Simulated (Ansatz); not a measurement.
# BaMn2Bi2: the cost of one run

Computed with Ansatz 0.2.0 (DFT r²SCAN, scalar-relativistic, plane waves, PAW, unless a step's input says otherwise).

4 further runs of the same task are left out: 1 that didn't finish, 3 set aside as unsound or not needed. Runs told in other sessions of the task aren't counted.

**1. Starting point**

The structure is tetragonal, space group I4/mmm (No. 139). The conventional cell has a = 4.590 Å, b = 4.590 Å, c = 14.517 Å, α = 90.00°, β = 90.00°, γ = 90.00°. Around Ba (site symmetry 4/mmm) lie 8 Bi at 3.75 Å and 8 Mn at 4.29 Å. Mn (site symmetry -4m2) has 4 Bi at 2.88 Å and 4 Mn at 3.25 Å in its first shell of neighbours. Bi (site symmetry 4mm) is surrounded by 4 Mn at 2.88 Å.

Coordinates:

```xyz
5
Lattice="-2.2950 2.2950 7.2587 2.2950 -2.2950 7.2587 2.2950 2.2950 -7.2587" Properties=species:S:1:pos:R:3 pbc="T T T"
Ba    0.0000    0.0000    0.0000
Mn    2.2950    0.0000    3.6294
Mn    0.0000    2.2950    3.6294
Bi    0.0000    0.0000    5.3764
Bi    0.0000    0.0000    9.1410
```

An earlier run at r²SCAN left this cell at 30.586 Å³/atom and -0.01 GPa (12×12×12 mesh).

**2. Antiferromagnetic, in the cell as typed**

input.yaml reads:

```yaml
crystal:
  lattice:
    - [-2.2950271116, 2.2950271116, 7.2587011034]
    - [2.2950271116, -2.2950271116, 7.2587011034]
    - [2.2950271116, 2.2950271116, -7.2587011034]
  atoms:
    - { symbol: Ba, position: [0.0, 0.0, 0.0] }
    - { symbol: Mn, position: [0.25, 0.75, 0.5], spin: 3.5 }
    - { symbol: Mn, position: [0.75, 0.25, 0.5], spin: -3.5 }
    - { symbol: Bi, position: [0.3703405212, 0.3703405212, 0.0] }
    - { symbol: Bi, position: [0.6296594788, 0.6296594788, 0.0] }
basis:
  ecutwfc: 500
  ecutrho_ratio: 4
kpoints:
  mp_grid: { grid: [12, 12, 12] }
hamiltonian:
  xc: r2scan
scf:
  occupations: { method: gaussian, width: 0.05 }
  lower_state_search: "off"
output:
  forces: true
  stress: true
  eigenvalues: true
  populations: true
magnetization:
  spin_polarized: true
```

Started as:

```bash
ansatz run input.yaml --threads 4 --pin off --max-ram 10240MiB --backend cpu --events-out ev --progress --plain --runs-dir out
```

**Question.** How long does this run take on 4 threads of Arm Neoverse V2, shared host, and how much memory does it need?

About 3.1 min, with a peak of 2.3 GiB.
